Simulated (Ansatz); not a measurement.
# LaRuAsO: the cost of one run

Computed with Ansatz 0.2.0 (DFT PBE+U (U_eff = 2.5 eV on Ru 4d), scalar-relativistic, plane waves, PAW, unless a step's input says otherwise).

These runs use a low cutoff (300 eV) and a coarse mesh on purpose, to show what cheap settings give: their numbers aren't properties of the material.

**1. The system as given**

It takes space group P4/nmm (No. 129, tetragonal). Conventional cell: a = 4.156 Å, b = 4.156 Å, c = 8.504 Å, α = 90.00°, β = 90.00°, γ = 90.00°. Around La (site symmetry 4mm) lie 4 O at 2.39 Å. As (site symmetry 4mm) is surrounded by 4 Ru at 2.43 Å. Ru (site symmetry -4m2) has 4 As at 2.43 Å as nearest neighbours. Around O (site symmetry -4m2) lie 4 La at 2.39 Å.

Structure file:

```xyz
8
Lattice="4.1560 0.0000 0.0000 0.0000 4.1560 0.0000 0.0000 0.0000 8.5042" Properties=species:S:1:pos:R:3 pbc="T T T"
La    2.0780    0.0000    1.1887
La    0.0000    2.0780    7.3154
As    2.0780    0.0000    5.5121
As    0.0000    2.0780    2.9920
Ru    0.0000    0.0000    4.2521
Ru    2.0780    2.0780    4.2521
O     0.0000    0.0000    0.0000
O     2.0780    2.0780    0.0000
```

This cell comes from an earlier session at PBE+U (U_eff = 2.5 eV on Ru 4d): 18.361 Å³/atom at 0.00 GPa, on a 4×4×2 mesh.

Volume factors to run: 0.980, 1.020, 0.960, 1.040.

**2. Volume × 0.980**

input.yaml reads:

```yaml
crystal:
  lattice:
    - [4.1281180964, 0.0, 0.0]
    - [0.0, 4.1281180964, 0.0]
    - [0.0, 0.0, 8.4470744079]
  atoms:
    - { symbol: La, position: [0.5, 0.0, 0.1397822117] }
    - { symbol: La, position: [0.0, 0.5, 0.8602177883] }
    - { symbol: As, position: [0.5, 0.0, 0.6481672293] }
    - { symbol: As, position: [0.0, 0.5, 0.3518327707] }
    - { symbol: Ru, position: [0.0, 0.0, 0.5], spin: 0.05 }
    - { symbol: Ru, position: [0.5, 0.5, 0.5], spin: 0.05 }
    - { symbol: O, position: [0.0, 0.0, 0.0] }
    - { symbol: O, position: [0.5, 0.5, 0.0] }
basis:
  ecutwfc: 300
  ecutrho_ratio: 4
kpoints:
  mp_grid: { grid: [4, 4, 2] }
hamiltonian:
  xc: pbe
  hubbard:
    sites:
      - { species: Ru, l: d, u_eff: 2.5, starting_ns: start.occupation_matrices }
    ns_hold: { iters: 6 }
scf:
  occupations: { method: gaussian, width: 0.05 }
  lower_state_search: "off"
output:
  forces: true
  stress: true
  eigenvalues: true
  populations: true
magnetization:
  spin_polarized: true
relax:
  f_tol: 0.01
  max_steps: 40
  cell: { stress_tol: 0.1, fix: [volume] }
```

The open shells start from the occupation matrices of the run at the neighbouring geometry (file start.occupation_matrices).

Command:

```sh
$ ansatz run input.yaml --threads 2 --pin off --max-ram 5120MiB --backend cpu --events-out ev --progress --plain --runs-dir out
```

What time and memory should one allow on 2 threads of Intel Xeon Platinum 8259CL at 2.50GHz (Skylake/Cascade Lake), shared host?

About 87 s, with a peak of 0.65 GiB.
